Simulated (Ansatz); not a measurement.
CH5BN2, SMILES N=CBN: an atomisation energy, run with Ansatz's Python interface.

The script reads `ch5bn2.xyz`:
```text
9

N     0.02140    1.24070   -1.54630
C    -0.27510    0.67380   -0.45780
B     0.51040   -0.60090   -0.08690
N     0.33560   -1.32250    1.22800
H    -0.55630    2.12150   -1.83710
H    -1.04310    1.06070    0.21140
H     1.41050   -1.00500   -0.79440
H    -0.70900   -1.58700    1.21710
H     0.39410   -0.62760    2.04890
```

Script `tae.py`:
```python
from collections import Counter

import ansatz as az

BASIS = '6-31G*'
XC = 'pbe'


def total_energy(molecule, charge=0, unpaired=0):
    calc = molecule.calculation().basis(gaussian=BASIS).functional(XC)
    if charge:
        calc = calc.charge(charge)
    if unpaired:
        calc = calc.spin('collinear', total=unpaired)
    report = calc.run(threads=1, pin='off').report
    if report['published_state_doubts']:
        print('  doubts:', report['published_state_doubts'])
    return report['free_energy_ev']

system = az.Crystal.molecule_from_extxyz('ch5bn2.xyz')

unpaired = {'N': 3, 'C': 2, 'B': 1, 'H': 1}
counts = Counter(site.symbol for site in system.cartesian_sites)
atom_energy = {s: total_energy(az.Crystal.molecule().atom(s, (0, 0, 0)), 0, unpaired[s]) for s in counts}
whole = total_energy(system, 0, 0)
for s, e in atom_energy.items():
    print(f'{s:2s} x{counts[s]}  {e:14.5f} eV')
print(f'CH5BN2: {whole:.5f} eV')
split = sum(counts[s] * e for s, e in atom_energy.items()) - whole
print(f'atomisation energy (no zero-point term): {split:.3f} eV, {split / sum(counts.values()):.3f} eV an atom')
```

What does it cost to take this molecule apart into atoms?

34.993 eV from the electronic energies, without the zero-point term.

What the script printed:

```console
$ python tae.py
N  x2     -1483.36869 eV
C  x1     -1028.12444 eV
B  x1      -669.42572 eV
H  x5       -13.53580 eV
CH5BN2: -4766.95906 eV
atomisation energy (no zero-point term): 34.993 eV, 3.888 eV an atom
```

Notes:
- Total energies depend on the basis set; only differences at equal settings carry meaning.
- The geometry is a force-field or estimated start, not a minimum of this method, and the basis set is short of its limit. All parts are taken at fixed geometry, without zero-point energy.
- This functional overbinds, so such energies come out a few per cent too high (LDA far more).
- Wall time of the script: 3.7 s on 1 thread of Arm Neoverse N1, with other jobs on the host, peak memory 0.16 GiB.
